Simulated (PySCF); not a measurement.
**AlSn: bond curves at several levels of theory**

One job finds the state of AlSn, follows it along the bond with each method and fits the curves.

Method: Al cc-pV(D+d)Z, Sn cc-pVDZ-PP with ECP28, scalar-relativistic core potentials; program: PySCF 2.14.0.

### 1 Input

The job is set up so:

```yaml
atoms: Al, Sn
charge: 0
basis: Al cc-pV(D+d)Z, Sn cc-pVDZ-PP with ECP28
Hamiltonian: scalar-relativistic core potentials
basis_functions: 46
electrons_treated: 35
masses_in_u: 26.9815, 119.9022
levels: PBE0, PBE, r²SCAN, r²SCANh, TPSSh, PBEsol, HF, MP2, SCS-MP2, CCSD, CCSD(T)
grid: 80 radial by 434 angular points
occupations: held fixed by the projection of orbital angular momentum
dissociation_limit: Al + Sn, each in its ground configuration
starting_distance_in_angstrom: 2.545
values_of_2S_to_try: 1, 3
```

Started as:

```sh
$ OMP_NUM_THREADS=1 python dia.py task.json out
```

The runs that follow: PBE0 along the bond; Excited determinants; PBE (GGA); r²SCAN (meta-GGA); r²SCANh (hybrid meta-GGA); TPSSh; PBEsol; UHF (mean field); Adding correlation.

Before running it: what results should come out? Wanted: for each run, Re; ωe; De; μ.

The runs gave:

Lowest PBE0 solution found, without spin–orbit coupling: ⁴Σ⁻ (quartet), unpaired electrons σ ↑, π ↑↑. State 2 has its PBE0 minimum 0.30 eV higher, as a spin-mixed determinant (⟨S²⟩ = 1.77), so this is no gap between pure states. State 3 has its PBE0 minimum 0.36 eV higher, as a spin-mixed determinant (⟨S²⟩ = 1.77), so this is no gap between pure states. State 4 has its PBE0 minimum 0.95 eV higher. The other levels ran on the lowest alone.

| level | Re (Å) | ωe (cm⁻¹) | De (eV) | μ (D) |
| --- | --- | --- | --- | --- |
| UHF | 2.740 | 239.3 | 1.33 | -1.93 |
| UHF-MP2 | 2.678 | 270.5 | 1.96 | n/a |
| UHF-SCS-MP2 | 2.683 | 266.8 | 1.75 | n/a |
| UHF-CCSD | 2.704 | 261.0 | 1.81 | n/a |
| UHF-CCSD(T) | 2.700 | 263.0 | 1.92 | n/a |
| PBE | 2.685 | 256.7 | 2.36 | -0.54 |
| PBEsol | 2.662 | 264.4 | 2.56 | -0.60 |
| r²SCAN | 2.662 | 266.7 | 2.36 | -0.83 |
| TPSSh | 2.663 | 265.8 | 2.23 | -0.67 |
| r²SCANh | 2.658 | 268.7 | 2.31 | -0.93 |
| PBE0 | 2.662 | 267.2 | 2.23 | -0.81 |

De is counted to Al + Sn in their ground configurations. A positive dipole means Al(−)Sn(+).

Differences from CCSD(T) in the same basis:

| level | Re (mÅ) | ωe (%) |
| --- | --- | --- |
| UHF | +40 | -9.0 |
| UHF-MP2 | -22 | +2.8 |
| UHF-SCS-MP2 | -16 | +1.4 |
| UHF-CCSD | +4 | -0.8 |
| PBE | -15 | -2.4 |
| PBEsol | -37 | +0.5 |
| r²SCAN | -38 | +1.4 |
| TPSSh | -37 | +1.1 |
| r²SCANh | -42 | +2.2 |
| PBE0 | -37 | +1.6 |

**Reading.** Against CCSD(T) in the same basis, the bond length is nearest at UHF-CCSD (+4 mÅ) and farthest at r²SCANh (-42 mÅ); the wavenumber is nearest at PBEsol (+0.5 %) and farthest at UHF (-9.0 %). CCSD(T) in a basis this small is itself some way from its limit, more so than the functionals. Of the levels with a De here, UHF gives the least (1.33 eV) and PBEsol the most (2.56 eV).

Correlated steps freeze 9 core orbitals. Spin–orbit coupling is left out, which matters for elements this heavy, above all for dissociation energies.
